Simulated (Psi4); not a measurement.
# doublet [Si3NH9]+: levels of theory compared

Wanted: a comparison of 3 runs (U-r2SCAN/6-31G*, UB3LYP/6-31G*, UPBE0/6-31G*) of doublet [Si3NH9]+. 

Program for the calculation: Psi4 1.11.

1 further run of the same task is left out (set aside as unsound or not needed).

## (1) The structure to begin with

[Si3NH9]+: 13 atoms, total charge +1, spin state doublet. As SMILES of the parent species, `[SiH3]N([SiH3])[SiH3]`. Geometry: relaxed at PBE0-D4/def2-TZVP. That shape belongs to the parent species and isn't relaxed for this state.

Bond lengths: Si1–N2 1.735 Å, N2–Si3 1.735 Å, N2–Si4 1.735 Å, Si1–H5 1.488 Å, Si1–H6 1.487 Å, Si1–H7 1.487 Å, Si3–H8 1.487 Å, Si3–H9 1.487 Å, Si3–H10 1.488 Å, Si4–H11 1.487 Å, Si4–H12 1.488 Å, Si4–H13 1.487 Å. Some angles: Si1–N2–Si3 120.0°, Si1–N2–Si4 120.0°, Si3–N2–Si4 120.0°, N2–Si1–H5 107.2°, N2–Si1–H6 111.4°, N2–Si1–H7 111.4°, N2–Si3–H8 111.4°, N2–Si3–H9 111.4°, N2–Si3–H10 107.2°, N2–Si4–H11 111.4°.

## (2) The energy at U-r2SCAN/6-31G(d) (spherical functions) (run 1)

Input file job.inp:

```
memory 1600 mb

molecule system {
  1 2
  Si    -0.519450     1.440730    -0.815850
  N     -0.000690    -0.000090     0.000350
  Si     0.784860     0.112060     1.543580
  Si    -0.265590    -1.552910    -0.727470
  H     -1.148110     1.019270    -2.096710
  H     -1.512750     2.195720    -0.007190
  H      0.625850     2.343510    -1.105390
  H      0.020170    -0.607680     2.596110
  H      2.158120    -0.455830     1.496860
  H      0.862760     1.555850     1.894200
  H     -1.713780    -1.813530    -0.940290
  H      0.285610    -2.575110     0.202450
  H      0.422990    -1.661990    -2.040670
  symmetry c1
}

set globals {
  basis                6-31G*
  reference            uks
  puream               true
  e_convergence        1e-09
  d_convergence        1e-08
  scf_type             pk
  dft_radial_points    99
  dft_spherical_points 590
  maxiter              100
}

result, w = energy("r2scan", return_wfn=True)
oeprop(w, "MULLIKEN_CHARGES", "WIBERG_LOWDIN_INDICES", "LOWDIN_CHARGES")
```

The run is started by

```
psi4 -i job.inp -o job.out -n 1
```

job.out:

```text
[...]
  Running in c1 symmetry.
[...]
  Nuclear repulsion =  292.486262553161453
[...]
  Multiplicity = 2
[...]
  Nalpha       = 29
  Nbeta        = 28
[...]
    Number of basis functions: 86
[...]
   @UKS iter   1:  -927.92023233406690    1.01793e-01   8.24695e-03 ADIIS/DIIS
[...]
   @UKS iter  12:  -928.16516092055792   -1.06866e-11   9.44126e-09 DIIS
[...]
   @S^2 Observed:                7.582061595E-01
[...]
    Orbital Energies [Eh]
    ---------------------
    Alpha Occupied:
       1A    -66.032210     2A    -66.032206     3A    -66.032204
       4A    -14.439588     5A     -5.415652     6A     -5.415647
       7A     -5.415636     8A     -3.758982     9A     -3.758976
      10A     -3.758974    11A     -3.755722    12A     -3.755712
      13A     -3.755709    14A     -3.755277    15A     -3.755269
      16A     -3.755266    17A     -1.077980    18A     -0.741340
      19A     -0.741327    20A     -0.665175    21A     -0.607163
      22A     -0.594729    23A     -0.594717    24A     -0.520547
      25A     -0.520536    26A     -0.510472    27A     -0.510453
      28A     -0.493997    29A     -0.484024
    Alpha Virtual:
[...]
  @UKS Final Energy:  -928.16516092055792
   => Energetics <=
    Nuclear Repulsion Energy =            292.4862625531614526
    One-Electron Energy =               -1854.1859271850798905
    Two-Electron Energy =                 706.2264060974221138
    DFT Exchange-Correlation Energy =     -72.6919023860614999
    Empirical Dispersion Energy =           0.0000000000000000
    VV10 Nonlocal Energy =                  0.0000000000000000
    Total Energy =                       -928.1651609205579234
[...]
 Multipole Moments:
 ------------------------------------------------------------------------------------
     Multipole            Electronic (a.u.)      Nuclear  (a.u.)        Total (a.u.)
 ------------------------------------------------------------------------------------
 L = 1.  Multiply by 2.5417464519 to convert [e a0] to [Debye]
 Dipole X            :         -0.0016954            0.0019030            0.0002076
 Dipole Y            :         -0.0008401            0.0005445           -0.0002957
 Dipole Z            :          0.0014014           -0.0015026           -0.0001012
 Magnitude           :                                                    0.0003752
[...]
  Mulliken Charges: (a.u.)
   Center  Symbol    Alpha    Beta     Spin     Total
       1    SI     6.70760  6.76734 -0.05974  0.52506
       2     N     4.14717  3.51331  0.63386 -0.66047
       3    SI     6.70761  6.76736 -0.05975  0.52503
       4    SI     6.70759  6.76735 -0.05976  0.52506
       5     H     0.51229  0.51418 -0.00189 -0.02646
       6     H     0.53216  0.44040  0.09176  0.02744
       7     H     0.53222  0.44033  0.09190  0.02745
       8     H     0.53215  0.44046  0.09169  0.02739
       9     H     0.53222  0.44028  0.09194  0.02750
      10     H     0.51229  0.51418 -0.00189 -0.02647
      11     H     0.53224  0.44023  0.09201  0.02752
[...]
```

Run time: 71 s. Hardware: 1 thread of Intel Xeon 6975P-C (Granite Rapids), shared host; peak memory 0.99 GiB.

## (3) Energy and gradient at UB3LYP/6-31G(d) (spherical functions) (run 2)

Input file run.py:

```python
import psi4

psi4.set_memory('1600 MB')
psi4.set_num_threads(1)
psi4.set_output_file('psi4.out', False)

m = psi4.geometry("""
1 2
Si    -0.519450     1.440730    -0.815850
N     -0.000690    -0.000090     0.000350
Si     0.784860     0.112060     1.543580
Si    -0.265590    -1.552910    -0.727470
H     -1.148110     1.019270    -2.096710
H     -1.512750     2.195720    -0.007190
H      0.625850     2.343510    -1.105390
H      0.020170    -0.607680     2.596110
H      2.158120    -0.455830     1.496860
H      0.862760     1.555850     1.894200
H     -1.713780    -1.813530    -0.940290
H      0.285610    -2.575110     0.202450
H      0.422990    -1.661990    -2.040670
symmetry c1
""")

psi4.set_options({
    'basis': '6-31G*',
    'reference': 'uks',
    'puream': True,
    'e_convergence': 1e-09,
    'd_convergence': 1e-08,
    'scf_type': 'pk',
    'dft_radial_points': 99,
    'dft_spherical_points': 590,
    'maxiter': 100,
})

E, wfn = psi4.gradient("b3lyp", return_wfn=True)
psi4.oeprop(wfn, "LOWDIN_CHARGES", "MULLIKEN_CHARGES", "WIBERG_LOWDIN_INDICES", title="B3LYP")
print('gradient / Eh bohr^-1')
print(E.np.round(6))
print(f'energy = {wfn.energy():.10f} Eh')
```

The run is started by

```
python run.py
```

psi4.out, shortened:

```text
[...]
  Running in c1 symmetry.
[...]
  Nuclear repulsion =  292.486262553161453
[...]
  Multiplicity = 2
[...]
  Nalpha       = 29
  Nbeta        = 28
[...]
    Number of basis functions: 86
[...]
   @UKS iter   1:  -928.12419476194748    2.67572e-02   7.87888e-03 DIIS/ADIIS
[...]
   @UKS iter  13:  -928.34509703227002   -4.54747e-13   2.98100e-09 DIIS
[...]
   @S^2 Observed:                7.564900551E-01
[...]
  @UKS Final Energy:  -928.34509703227002
   => Energetics <=
    Nuclear Repulsion Energy =            292.4862625531614526
    One-Electron Energy =               -1854.0958393859943953
    Two-Electron Energy =                 692.0154553064350011
    DFT Exchange-Correlation Energy =     -58.7509755058720700
    Empirical Dispersion Energy =           0.0000000000000000
    VV10 Nonlocal Energy =                  0.0000000000000000
    Total Energy =                       -928.3450970322700186
[...]
 Multipole Moments:
[...]
  -Total Gradient:
     Atom            X                  Y                   Z
    ------   -----------------  -----------------  -----------------
       1        0.020981537430    -0.037380281338     0.035728190491
       2       -0.000017314260    -0.000000216535     0.000005903662
       3       -0.023289141049    -0.017082657600    -0.047763817220
       4        0.002326316532     0.054434948607     0.012038710867
       5       -0.002378045444     0.001923820636    -0.004362462244
       6       -0.002024231121     0.003977282894    -0.006035940544
       7       -0.004165504446     0.003828527025    -0.004937541478
       8        0.003846215457     0.003563145278     0.005364653307
       9        0.001714025404     0.003422341096     0.006462661281
      10        0.001709126175     0.003340610629     0.003791542084
      11        0.001399885499    -0.007311330705    -0.000990149798
      12        0.000673350793    -0.005257904253     0.000574158536
[...]
```

The script printed:

```text
gradient / Eh bohr^-1
[[ 2.0982e-02 -3.7380e-02  3.5728e-02]
 [-1.7000e-05 -0.0000e+00  6.0000e-06]
 [-2.3289e-02 -1.7083e-02 -4.7764e-02]
 [ 2.3260e-03  5.4435e-02  1.2039e-02]
 [-2.3780e-03  1.9240e-03 -4.3620e-03]
 [-2.0240e-03  3.9770e-03 -6.0360e-03]
 [-4.1660e-03  3.8290e-03 -4.9380e-03]
 [ 3.8460e-03  3.5630e-03  5.3650e-03]
 [ 1.7140e-03  3.4220e-03  6.4630e-03]
 [ 1.7090e-03  3.3410e-03  3.7920e-03]
 [ 1.4000e-03 -7.3110e-03 -9.9000e-04]
 [ 6.7300e-04 -5.2580e-03  5.7400e-04]
 [-7.7800e-04 -7.4580e-03  1.1900e-04]]
energy = -928.3450970323 Eh
```

It took 47 s on 1 thread of Intel Xeon 6975P-C (Granite Rapids), shared host; peak memory 0.86 GiB.

## (4) The energy at UPBE0/6-31G(d) (spherical functions) (run 3)

Input file h9nsi3.in:

```
memory 1.6 GB

molecule {
  1 2
  Si    -0.519450     1.440730    -0.815850
  N     -0.000690    -0.000090     0.000350
  Si     0.784860     0.112060     1.543580
  Si    -0.265590    -1.552910    -0.727470
  H     -1.148110     1.019270    -2.096710
  H     -1.512750     2.195720    -0.007190
  H      0.625850     2.343510    -1.105390
  H      0.020170    -0.607680     2.596110
  H      2.158120    -0.455830     1.496860
  H      0.862760     1.555850     1.894200
  H     -1.713780    -1.813530    -0.940290
  H      0.285610    -2.575110     0.202450
  H      0.422990    -1.661990    -2.040670
  symmetry c1
  no_reorient
  no_com
}

set reference uks
set puream true
set e_convergence 1e-09
set d_convergence 1e-08
set scf_type pk
set dft_radial_points 99
set dft_spherical_points 590
set maxiter 100

e_tot, wfn = energy('pbe0/6-31G*', return_wfn=True)
oeprop(wfn, 'MAYER_INDICES', 'QUADRUPOLE', 'WIBERG_LOWDIN_INDICES')
```

The run is started by

```
psi4 -n 1 h9nsi3.in h9nsi3.out
```

h9nsi3.out:

```text
[...]
  Running in c1 symmetry.
[...]
  Nuclear repulsion =  292.486262553161453
[...]
  Multiplicity = 2
[...]
  Nalpha       = 29
  Nbeta        = 28
[...]
    Number of basis functions: 86
[...]
   @UKS iter   1:  -927.66164129692174    7.97242e-03   6.93231e-03 ADIIS/DIIS
[...]
   @UKS iter  13:  -927.83583390622312   -2.27374e-13   2.35352e-09 DIIS
[...]
   @S^2 Observed:                7.574933572E-01
[...]
    Orbital Energies [Eh]
    ---------------------
    Alpha Occupied:
       1A    -66.452640     2A    -66.452636     3A    -66.452635
       4A    -14.669357     5A     -5.540571     6A     -5.540567
       7A     -5.540558     8A     -3.875619     9A     -3.875610
      10A     -3.875607    11A     -3.872437    12A     -3.872425
      13A     -3.872422    14A     -3.872103    15A     -3.872098
      16A     -3.872097    17A     -1.143226    18A     -0.795979
      19A     -0.795966    20A     -0.711282    21A     -0.657472
      22A     -0.637315    23A     -0.637303    24A     -0.555981
      25A     -0.555970    26A     -0.548317    27A     -0.548299
      28A     -0.529369    29A     -0.521349
    Alpha Virtual:
[...]
  @UKS Final Energy:  -927.83583390622312
   => Energetics <=
    Nuclear Repulsion Energy =            292.4862625531614526
    One-Electron Energy =               -1854.2916530752590916
    Two-Electron Energy =                 688.6669184799741288
    DFT Exchange-Correlation Energy =     -54.6973618640994914
    Empirical Dispersion Energy =           0.0000000000000000
    VV10 Nonlocal Energy =                  0.0000000000000000
    Total Energy =                       -927.8358339062231153
[...]
 Multipole Moments:
 ------------------------------------------------------------------------------------
     Multipole            Electronic (a.u.)      Nuclear  (a.u.)        Total (a.u.)
 ------------------------------------------------------------------------------------
 L = 1.  Multiply by 2.5417464519 to convert [e a0] to [Debye]
 Dipole X            :          0.0122196           -0.0122643           -0.0000447
 Dipole Y            :          0.0036256           -0.0039684           -0.0003428
 Dipole Z            :         -0.0101883            0.0103179            0.0001296
 Magnitude           :                                                    0.0003692
 L = 2.  Multiply by 1.3450342976 to convert [e a0^2] to [Debye ang]
 Quadrupole XX       :       -124.5901980           92.8021250          -31.7880730
 Quadrupole XY       :         15.6671848          -16.0028689           -0.3356841
[...]
```

Wall time 37 s (1 thread of Intel Xeon 6975P-C (Granite Rapids), shared host); peak memory 0.86 GiB.

## (5) All runs side by side

```csv
run,level,task,energy (Eh),HOMO energy (eV),LUMO energy (eV),⟨S²⟩,wall time
1,U-r2SCAN/6-31G* (spherical functions),energy,-928.165161,-13.17,-11.78,0.758,71 s
2,UB3LYP/6-31G* (spherical functions),gradient,-928.345097,-13.93,-11.35,0.756,47 s
3,UPBE0/6-31G* (spherical functions),energy,-927.835834,-14.19,-11.16,0.757,37 s
```

## (6) Summary of results

```
                                 quantity          value
                      run 3: total energy  -927.83583 Eh
run 3: HOMO energy (highest over α and β)      -14.19 eV
 run 3: LUMO energy (lowest over α and β)      -11.16 eV
                              run 3: ⟨S²⟩          0.757
```

**Reading.** Totals of different functionals can't be ranked against each other. All runs together took 2.6 min, the longest 71 s.
